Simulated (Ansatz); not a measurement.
**B2PLYP/6-31G(d) (spherical functions) run of C2HCl2F (SMILES FC=C(Cl)Cl)**

Aim: the electronic atomisation energy of C2HCl2F at B2PLYP/6-31G* (spherical functions), from 5 runs. 

Program for the calculation: Ansatz 0.2.0.

66 further runs of the same task are left out: 66 set aside as unsound or not needed. Runs told in other sessions of the task aren't counted.

**1. The molecule**

C2HCl2F: 6 atoms, total charge 0, spin state singlet. As SMILES, `FC=C(Cl)Cl`. Geometry: relaxed at PBE0-D4/def2-TZVP.

Bond lengths: F1–C2 1.325 Å, C2–C3 1.326 Å, C3–Cl4 1.703 Å, C3–Cl5 1.711 Å, C2–H6 1.082 Å. Angles: F1–C2–C3 121.8°, C2–C3–Cl4 122.7°, C2–C3–Cl5 120.2°, Cl4–C3–Cl5 117.2°, F1–C2–H6 114.8°, C3–C2–H6 123.4°.

**2. The energy at B2PLYP/6-31G(d) (spherical functions)**

File input.yaml:

```yaml
crystal:
  periodic: [false, false, false]
  atoms:
    - {symbol: F, position_ang: [0.369860, -1.453540, 1.016570]}
    - {symbol: C, position_ang: [0.335170, -0.183710, 0.639080]}
    - {symbol: C, position_ang: [-0.249490, 0.193990, -0.489960]}
    - {symbol: Cl, position_ang: [-1.002700, -0.907170, -1.549080]}
    - {symbol: Cl, position_ang: [-0.269610, 1.845290, -0.936840]}
    - {symbol: H, position_ang: [0.816790, 0.505150, 1.320220]}
basis:
  gaussian:
    orbitals: 6-31G_st_-spherical.json
accuracy: high
output: {orbitals: {seedname: orbitals}}
magnetization:
  spin_polarized: false
correlation:
  frozen_orbitals: {C: 1, Cl: 5, F: 1, H: 0}
hamiltonian:
  xc: {name: B2PLYP}
```

The basis set 6-31G* is read from a file made from the Basis Set Exchange's data (not shown).

On the command line:

```console
ansatz run input.yaml --threads 1 --pin off --max-ram 3480MiB --events-out events.jsonl --progress --plain --runs-dir runs
```

What it wrote:

```text
Warning: RAYON_NUM_THREADS=1 ignored (pool sized by the plan → 1); use --threads N
Functional definition: B2PLYP
  name "B2PLYP"
  parameter a = 0.53
  parameter c = 0.27
  exchange = (1 - a)*b88_x + a*exact_x
  correlation = (1 - c)*lyp_c + c*(mp2_os + mp2_ss)
1764 factors; integrals over basis functions are off by at most 5.3e-9 eV
mean field evaluation 1: about -29830.5061 eV, gradient 1.9e1 eV
mean field evaluation 2: about -29830.5702 eV, gradient 1.9e1 eV
mean field evaluation 4: about -29831.3617 eV, gradient 3.5e0 eV
mean field evaluation 8: about -29831.3900 eV, gradient 6.4e-2 eV
mean field evaluation 16: about -29831.3900 eV, gradient 1.4e-5 eV
mean field -29831.38997754 eV, -1096.2833612323 hartree, gradient 1.7e-8 eV, S^2 0.000000; 0 other end points of the search recorded, 0 dependent functions left out
13 core orbitals not correlated: weight in the atoms' cores, before any rotation towards them, 1.000 or more for the frozen orbitals, at most 0.000 for the correlated occupied ones
reference -29831.38999907 eV, -1096.2833620235 hartree; 15, 15 occupied and 52, 52 virtual orbitals, 1764 factors
second order -22.58915399 eV of doubles, -0.00000000 eV of singles
Total energy: -29837.48907065 eV, -1096.5074987699 hartree
```

Run time: 11 s. Hardware: 1 thread of Arm Neoverse V1, shared host; peak memory 0.26 GiB.

**3. The C atom, same level**

File input.yaml:

```yaml
crystal:
  periodic: [false, false, false]
  atoms:
    - {symbol: C, position_ang: [0.000000, 0.000000, 0.000000]}
basis:
  gaussian:
    orbitals: 6-31G_st_-spherical.json
magnetization:
  spin_polarized: true
  initial_magnetization: 2
correlation:
  frozen_orbitals: {C: 1}
accuracy: high
hamiltonian:
  xc: {name: B2PLYP}
```

The basis set 6-31G* is read from a file made from the Basis Set Exchange's data (not shown).

On the command line:

```console
ansatz run input.yaml --threads 1 --pin off --max-ram 3480MiB --events-out events.jsonl --progress --plain --runs-dir runs
```

What it wrote:

```text
Warning: RAYON_NUM_THREADS=1 ignored (pool sized by the plan → 1); use --threads N
Functional definition: B2PLYP
  name "B2PLYP"
  parameter a = 0.53
  parameter c = 0.27
  exchange = (1 - a)*b88_x + a*exact_x
  correlation = (1 - c)*lyp_c + c*(mp2_os + mp2_ss)
96 factors; integrals over basis functions are off by at most 1.1e-9 eV
mean field evaluation 1: about -1028.2752 eV, gradient 3.8e0 eV
mean field evaluation 2: about -1028.2754 eV, gradient 3.8e0 eV
mean field evaluation 4: about -1028.3670 eV, gradient 3.4e-2 eV
mean field evaluation 8: about -1028.3670 eV, gradient 8.3e-6 eV
mean field -1028.36695059 eV, -37.7917883820 hartree, gradient 8.5e-8 eV, S^2 2.002846; 0 other end points of the search recorded, 0 dependent functions left out
1 core orbitals not correlated: weight in the atoms' cores, before any rotation towards them, 1.000 or more for the frozen orbitals, at most 0.000 for the correlated occupied ones
reference -1028.36696200 eV, -37.7917888015 hartree; 3, 1 occupied and 10, 12 virtual orbitals, 96 factors
second order -1.70518574 eV of doubles, -0.00000000 eV of singles
Total energy: -1028.82736216 eV, -37.8087081950 hartree
```

Wall time 0.32 s (1 thread of Arm Neoverse V1, shared host).

**4. The Cl atom at the same level**

File molecule.yaml:

```yaml
crystal:
  periodic: [false, false, false]
  atoms:
    - {symbol: Cl, position_ang: [0.000000, 0.000000, 0.000000]}
basis:
  gaussian: {orbitals: 6-31G_st_-spherical.json}
magnetization: {spin_polarized: true, initial_magnetization: 1}
hamiltonian: {xc: {name: B2PLYP}}
correlation: {frozen_orbitals: {Cl: 5}}
accuracy: high
```

The basis set 6-31G* is read from a file made from the Basis Set Exchange's data (not shown).

Run the same way, it converges to -459.97217 Eh (log not shown).

**5. The F atom at the same level**

File job.yaml:

```yaml
crystal:
  periodic: [false, false, false]
  atoms:
    - {symbol: F, position_ang: [0.000000, 0.000000, 0.000000]}
basis:
  gaussian:
    orbitals: 6-31G_st_-spherical.json
magnetization:
  spin_polarized: true
  initial_magnetization: 1
hamiltonian:
  xc: {name: B2PLYP}
correlation:
  frozen_orbitals: {F: 1}
accuracy: high
```

The basis set 6-31G* is read from a file made from the Basis Set Exchange's data (not shown).

Run the same way, it converges to -99.64373 Eh (log not shown).

**6. The H atom, same level**

File job.yaml:

```yaml
basis:
  gaussian:
    orbitals: "6-31G*"
crystal:
  periodic: [false, false, false]
  atoms:
    - {symbol: H, position_ang: [0.000000, 0.000000, 0.000000]}
magnetization:
  spin_polarized: true
  initial_magnetization: 1
correlation:
  frozen_orbitals: {H: 0}
accuracy: high
hamiltonian:
  xc: {name: B2PLYP}
```

On the command line:

```console
ansatz run job.yaml --threads 1 --pin off --max-ram 3480MiB --events-out events.jsonl --progress --plain --runs-dir runs
```

What it wrote:

```text
Warning: RAYON_NUM_THREADS=1 ignored (pool sized by the plan → 1); use --threads N
Functional definition: B2PLYP
  name "B2PLYP"
  parameter a = 0.53
  parameter c = 0.27
  exchange = (1 - a)*b88_x + a*exact_x
  correlation = (1 - c)*lyp_c + c*(mp2_os + mp2_ss)
3 factors; integrals over basis functions are off by at most 5.4e-10 eV
mean field evaluation 1: about -13.5158 eV, gradient 8.3e-1 eV
mean field evaluation 2: about -13.5155 eV, gradient 8.2e-1 eV
mean field evaluation 4: about -13.5218 eV, gradient 8.4e-6 eV
mean field evaluation 8: about -13.5218 eV, gradient 8.9e-9 eV
mean field -13.52181500 eV, -0.4969175357 hartree, gradient 4.6e-8 eV, S^2 0.750000; 0 other end points of the search recorded, 0 dependent functions left out
reference -13.52182647 eV, -0.4969179572 hartree; 1, 0 occupied and 1, 2 virtual orbitals, 3 factors
second order 0.00000000 eV of doubles, -0.00000000 eV of singles
Total energy: -13.52182647 eV, -0.4969179572 hartree
```

Wall time 0.12 s (1 thread of Arm Neoverse V1, shared host).

**7. What came out**

At B2PLYP/6-31G* (spherical functions), 13 core orbitals frozen:

```
                                     quantity           value
                       molecule: total energy  -1096.50750 Eh
  molecule: HOMO energy (SCF part's orbitals)        -8.29 eV
  molecule: LUMO energy (SCF part's orbitals)         1.44 eV
molecule: HOMO–LUMO gap (SCF part's orbitals)         9.73 eV
                         C atom: total energy    -37.80871 Eh
                                 C atom: ⟨S²⟩           2.003
                        Cl atom: total energy   -459.97217 Eh
                                Cl atom: ⟨S²⟩           0.753
                         F atom: total energy    -99.64373 Eh
                                 F atom: ⟨S²⟩           0.752
                         H atom: total energy     -0.49692 Eh
                                 H atom: ⟨S²⟩           0.750
                electronic atomisation energy       21.908 eV
```

What this shows: Taking the molecule apart into free atoms costs 21.91 eV (2114 kJ/mol), before zero-point energy and without spin-orbit coupling.
